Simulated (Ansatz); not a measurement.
Write the native input for Ansatz 0.2.0 that does the following.

```
Task                  : relaxation of cell and atoms
Functional            : PBE
Potentials or basis   : Ansatz PAW
Cutoff                : 420 eV (not typed: the program's choice for these potentials)
k mesh                : 6 × 6 × 6
Occupations           : fermi-dirac, width 0.05 eV
Spin                  : no spin polarisation
Target pressure       : 20 GPa
Target pressure (GPa) : 20
```

Ga3Se:

```
CELL_PARAMETERS angstrom
4.43246 0.00000 0.00000
0.00000 4.43246 0.00000
0.00000 0.00000 4.43246
ATOMIC_POSITIONS crystal
Se 0.00000 0.00000 0.00000
Ga 0.50000 0.50000 0.00000
Ga 0.50000 0.00000 0.50000
Ga 0.00000 0.50000 0.50000
```

The cell comes from a database or a generator and needn't be the stable form of this composition.

The input as run:

input.yaml

```yaml
crystal:
  lattice:
    - [4.432465, 0.0, 0.0]
    - [0.0, 4.432465, 0.0]
    - [0.0, 0.0, 4.432465]
  atoms:
    - { symbol: Se, position: [0.0, 0.0, 0.0] }
    - { symbol: Ga, position: [0.5, 0.5, 0.0] }
    - { symbol: Ga, position: [0.5, 0.0, 0.5] }
    - { symbol: Ga, position: [0.0, 0.5, 0.5] }
hamiltonian:
  xc: pbe
  pseudopotentials: { kind: paw }
kpoints:
  mp_grid: { grid: [6, 6, 6] }
scf:
  occupations: { method: fermi_dirac, width: 0.05 }
output:
  forces: true
  stress: true
  eigenvalues: true
relax:
  f_tol: 0.01
  max_steps: 40
  cell: { stress_tol: 0.05, p_target: 20.0 }
```

Potentials or basis: Ansatz PAW.

Command:

```sh
$ ansatz run input.yaml --threads 2 --pin off --max-ram 5632MiB --backend cpu --events-out ev --progress --plain --runs-dir out
```

It gave:

```
Relaxed volume                                         : 16.39 Å³/atom
Relaxed cell                                           : a = 4.032 Å, b = 4.032 Å, c = 4.032 Å, α = 90.00°, β = 90.00°, γ = 90.00°
Space group after relaxing (to 0.05 Å)                 : Pm-3m (No. 221)
Energy change on relaxing (the enthalpy is what falls) : +247.8 meV/atom
Ionic steps                                            : 6
Pressure after relaxing                                : 20.0 GPa
Band gap on the k mesh                                 : none (metal or under the smearing width)
```

Caveat: the volume moved by over 15 % at a fixed basis, so the end points are rough; the plane-wave basis is chosen anew once the cell has moved, so the energies of steps on either side of that aren't comparable.

Run time: 8.6 s on 2 threads of Arm Neoverse V2 (shared host), peak memory 0.39 GiB.
